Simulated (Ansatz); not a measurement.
# Cr2O3 (Eskolaite): the cost of one run

Program: Ansatz 0.2.0. Level of theory: DFT r²SCAN, scalar-relativistic, plane waves, PAW. These are calculated values, not measurements.

### 1 The structure to begin with

It takes space group R-3c (No. 167, trigonal). The conventional cell has a = 4.996 Å, b = 4.996 Å, c = 13.521 Å, α = 90.00°, β = 90.00°, γ = 120.00°. Around Cr (site symmetry 3) lie 6 O at 1.97 to 2.02 Å. O (site symmetry 2) is surrounded by 4 Cr at 1.97 to 2.02 Å.

Coordinates:

```
Cr O
1.0
     2.49800    1.44222    4.50695
    -2.49800    1.44222    4.50695
     0.00000   -2.88445    4.50695
Cr O
4 6
Direct
  0.34973 0.34973 0.34973
  0.15027 0.15027 0.15027
  0.65027 0.65027 0.65027
  0.84973 0.84973 0.84973
  0.55171 0.94829 0.25000
  0.25000 0.55171 0.94829
  0.94829 0.25000 0.55171
  0.44829 0.05171 0.75000
  0.75000 0.44829 0.05171
  0.05171 0.75000 0.44829
```

An earlier run at r²SCAN left this cell at 9.742 Å³/atom and -0.01 GPa (6×6×6 mesh).

### 2 Antiferromagnetic, in the cell as typed

The input, input.yaml:

```yaml
crystal:
  lattice:
    - [2.4980048326, 1.4422237626, 4.5069451113]
    - [-2.4980048326, 1.4422237626, 4.5069451113]
    - [0.0, -2.8844475251, 4.5069451113]
  atoms:
    - { symbol: Cr, position: [0.3497256902, 0.3497256902, 0.3497256902], spin: 3.0 }
    - { symbol: Cr, position: [0.1502743098, 0.1502743098, 0.1502743098], spin: -3.0 }
    - { symbol: Cr, position: [0.6502743098, 0.6502743098, 0.6502743098], spin: -3.0 }
    - { symbol: Cr, position: [0.8497256902, 0.8497256902, 0.8497256902], spin: 3.0 }
    - { symbol: O, position: [0.551705346, 0.948294654, 0.25] }
    - { symbol: O, position: [0.25, 0.551705346, 0.948294654] }
    - { symbol: O, position: [0.948294654, 0.25, 0.551705346] }
    - { symbol: O, position: [0.448294654, 0.051705346, 0.75] }
    - { symbol: O, position: [0.75, 0.448294654, 0.051705346] }
    - { symbol: O, position: [0.051705346, 0.75, 0.448294654] }
basis:
  ecutwfc: 500
  ecutrho_ratio: 4
kpoints:
  mp_grid: { grid: [6, 6, 6] }
hamiltonian:
  xc: r2scan
scf:
  occupations: { method: gaussian, width: 0.05 }
  lower_state_search: "off"
output:
  forces: true
  stress: true
  eigenvalues: true
  populations: true
magnetization:
  spin_polarized: true
```

Run with:

```sh
$ ansatz run input.yaml --threads 8 --pin off --max-ram 22528MiB --backend cpu --events-out ev --progress --plain --runs-dir out
```

What time and memory should one allow on 8 threads of Arm Neoverse V1, shared host?

About 23 s, with a peak of 1.1 GiB.
